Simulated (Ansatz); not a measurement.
# CH4Ge (singlet): the correlation ladder, cc-pVTZ

An exercise on one series of results from a longer session: the logs are not shown, and one member is left open.

The runs use Ansatz 0.2.0, Gaussian basis; cc-pVTZ, core rule «outside noble gas», up to 15 orbitals frozen.

To be run: UHF; CCSD(T) on RHF; CCSD(T) on UHF; BCCD(T) on RHF; CCSDT(Q) on RHF; CCSDT(Q) on UHF.

4 further runs of the same task are left out: 4 set aside as unsound or not needed.

## The geometry

The geometry is a PBE0/def2-TZVP stationary point (not a proven minimum) of the parent state, kept for this charge and spin. No spin-orbit coupling is included. The filled d shell of Ge may be among the frozen orbitals whatever the setting's name suggests; the logs give the count.

6 atoms, charge 0, spin multiplicity 1.

Atoms are counted from 1 here; the program's logs count them from 0.

Bond lengths: Ge1–C2 1.900 Å, Ge1–H3 1.541 Å, Ge1–H4 1.538 Å, Ge1–H5 1.538 Å, C2–H6 1.082 Å. Angles: C2–Ge1–H3 109.8°, C2–Ge1–H4 109.6°, C2–Ge1–H5 109.6°, H3–Ge1–H4 109.4°, H3–Ge1–H5 109.4°, H4–Ge1–H5 109.0°, Ge1–C2–H6 147.0°.

Set-up of the first run:

Input file in.yaml:

```yaml
crystal:
  periodic: [false, false, false]
  atoms:
    - {symbol: Ge, position_ang: [0.000000, 0.010692, 0.271396]}
    - {symbol: C, position_ang: [0.000000, -0.110084, -1.624423]}
    - {symbol: H, position_ang: [0.000001, 1.490409, 0.700986]}
    - {symbol: H, position_ang: [1.251558, -0.684470, 0.832348]}
    - {symbol: H, position_ang: [-1.251558, -0.684469, 0.832348]}
    - {symbol: H, position_ang: [0.000000, 0.419749, -2.567788]}
basis:
  gaussian: {orbitals: cc-pVTZ}
magnetization: {spin_polarized: true, initial_magnetization: 0}
hamiltonian: {xc: hf}
output: {orbitals: {seedname: orbitals}}
```

Command:

```sh
> ansatz run in.yaml --threads 1 --pin off --events-out ev --progress --plain --max-ram 4096MiB --backend cpu
```

Among the steps run: UHF; CCSD(T) on RHF; CCSD(T) on UHF; BCCD(T) on RHF; CCSDT(Q) on RHF; CCSDT(Q) on UHF.

One table of the session follows, with a row left open; its other results are not shown here.

It belongs to the step «Misses and costs». 

| method | from RCCSDT(Q) (meV) |
| --- | --- |
| RHF | +8500.9 |
| UHF | ? |
| RMP2 | +1630.4 |
| UMP2 | +816.6 |
| RCCSD | +434.4 |
| UCCSD | -427.1 |
| RCCSD(T) | +141.3 |
| UCCSD(T) | -759.1 |
| BCCD(T) | +139.9 |
| RCCSDT | +33.7 |
| UCCSDT | -1082.3 |
| RCCSDT(Q) | 0 |
| UCCSDT(Q) | -1170.4 |

**Question.** Estimate the row for UHF.

The run gave: from RCCSDT(Q) (meV): +7230.9. In the column «from RCCSDT(Q) (meV)» it lies between RMP2 (+1630.4) and RHF (+8500.9).

The program flags UCCSD(T), UCCSDT(Q) as in doubt (see the logs), so those rows may rest on another solution; read them beside their warnings.

Limits of these values: The determinant is far from a pure spin state, so its energy mixes those of several spin states (harmless only where they are near-degenerate, as at dissociation). The program flags UCCSD(T), UCCSDT(Q) as in doubt, so those rows may rest on another solution; read them beside their warnings. Warnings: restricted reference is unstable; spin contamination. Restricted and unrestricted rows rest on different reference determinants; where their highest levels disagree by more than a few hundredths of an eV, they describe different states and don't form one ladder.
